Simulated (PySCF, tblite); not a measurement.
# C₃H₉N₃Si₂: geometry, infrared bands and NMR shifts

Wanted: the infrared bands and NMR shifts of C₃H₉N₃Si₂ (`N#C[Si@@H]1NCCN1[SiH3]`), by calculation.

Computed with tblite 0.8.0 and PySCF 2.14.0, with density-fitted response routines of our own, on a single molecule in the gas phase. Atoms count from 0, in the outputs and in this text.

### Step 1. The starting structure

17 atoms, charge 0, multiplicity 1; geometry from: force field or distance geometry start.

Bonds of the start (Å): N0–C1 1.16, C1–Si2 1.78, Si2–N3 1.81, N3–C4 1.42, C4–C5 1.47, C5–N6 1.43, N6–Si7 1.77, N6–Si2 1.79, Si2–H8 1.46, N3–H9 1.07, C4–H10 1.12, C4–H11 1.13, C5–H12 1.11, C5–H13 1.12, Si7–H14 1.47, Si7–H15 1.47, Si7–H16 1.45.

### Step 2. Relaxing the molecule with GFN2-xTB

The job: settings as JSON, then the geometry in Å.

```
{"job": {"kind": "relax", "xc": "GFN2-xTB", "basis": "xTB"}, "charge": 0, "multiplicity": 1}
N      0.155100     2.134500     3.249400
C      0.018600     1.756300     2.162700
Si    -0.155800     1.153000     0.494400
N     -1.863600     0.764100     0.048300
C     -1.721200    -0.344500    -0.828500
C     -0.362300    -0.892400    -0.877100
N      0.418700    -0.525300     0.256900
Si     2.176900    -0.631300     0.072300
H      0.338100     2.070500    -0.528300
H     -2.283900     0.377200     0.953600
H     -2.463900    -1.163000    -0.649300
H     -1.973900     0.031200    -1.859200
H      0.137600    -0.592400    -1.821100
H     -0.436200    -2.007800    -0.941700
H      2.588200    -1.911300     0.676100
H      2.791500     0.427600     0.891900
H      2.629000    -0.634400    -1.310400
```

Started as:

```sh
OMP_NUM_THREADS=1 python probes_run.py task.json out
```

The driver reads the jobs from task.json and runs them one after another.

**Question.** This job is followed by: GFN2-xTB harmonic vibrations, gas phase; GIAO PBE0/pcSseg-1 NMR shielding, non-relativistic, gas phase. What will the session give for the following? strongest single infrared mode (GFN2-xTB); zero-point energy (GFN2-xTB); 13C shifts against TMS (PBE0/pcSseg-1); 1H shifts against TMS (PBE0/pcSseg-1, means over atoms taken as alike); 15N shifts against NH3 (PBE0/pcSseg-1); 29Si shifts against TMS (PBE0/pcSseg-1); surface potential, 1st and 99th percentile.

The runs gave:

| quantity | value |
| --- | --- |
| strongest single infrared mode (GFN2-xTB) | 815 cm⁻¹, 398 km/mol |
| zero-point energy (GFN2-xTB) | 74.4 kcal/mol |
| 13C shifts against TMS (PBE0/pcSseg-1) | 126.0, 50.7, 48.8 ppm |
| 1H shifts against TMS (PBE0/pcSseg-1, means over atoms taken as alike) | 5.17, 4.75, 3.52, 3.50, 3.42, 3.05, 0.62 ppm |
| 15N shifts against NH3 (PBE0/pcSseg-1) | 352.0, 31.1, 20.2 ppm |
| 29Si shifts against TMS (PBE0/pcSseg-1) | -41.5, -56.1 ppm |
| surface potential, 1st and 99th percentile | -1.79 V and 1.76 V |

Relaxing lowered the energy by 1.105 eV in 169 steps; the close pair that moved most is Si2–N3, from 1.807 to 1.714 Å. No mode is imaginary among the 45: a minimum at this level. The strongest single mode, at 815 cm⁻¹, moves mainly H16 and H14. Unscaled tight-binding wavenumbers are off by several per cent, some by more. Its intensities can rank the bands wrongly. C1 (nitrile carbon) lies farthest downfield among carbon, at 126.0 ppm; typical of a nitrile. At PBE0/pcSseg-1: The largest span, 582 ppm, is at N0, where the paramagnetic term is -423 ppm. At PBE0/pcSseg-1, counted by nearest atom on the grid, the HOMO lies on N3, N6 about 32 % each; H11, H13 about 6 % each, the LUMO on C1 22 %; N0 22 %.
